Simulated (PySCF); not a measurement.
# C3H9BSe: the cost of one run

Computed with PySCF 2.14.0 and routines of our own; the level stands in each step. Atoms count from 0.

## 1. The starting structure

14 atoms, charge 0, multiplicity 1; geometry from: GFN2-xTB.

## 2. Relaxing the molecule at PBE0-D3(BJ)/def2-SVP

Job settings and geometry (Å):

```
{"job": {"xc": "PBE0", "basis": "def2-SVP", "d3": "d3bj", "grid": 1, "maxiter": 30, "shake": 0.01, "kind": "geom"}, "charge": 0, "multiplicity": 1}
C     -1.438580    -1.156400     0.054150
B     -0.352710    -0.050620     0.307540
C     -0.730790     1.427360     0.690440
C      1.199310    -0.476180     0.165890
Se     2.502080     0.971930     0.367050
H     -2.208870    -1.129910     0.840260
H     -1.990010    -0.883650    -0.863110
H     -1.067020    -2.139290    -0.067980
H     -1.774480     1.664620     0.727250
H     -0.316690     1.648910     1.701920
H     -0.224560     2.133370     0.038220
H      1.367320    -0.929350    -0.799230
H      1.390920    -1.215770     0.915790
H      3.636940     0.119900     0.194080
```

The run is started by

```sh
$ OMP_NUM_THREADS=1 python heavy_run.py task.json out
```

The driver reads the jobs from task.json and runs them one after another.

**Question.** How long does this first job take on 1 thread of Arm Neoverse V2, shared host, and how much memory does it need?

About 43 s, with a peak of 0.51 GiB.
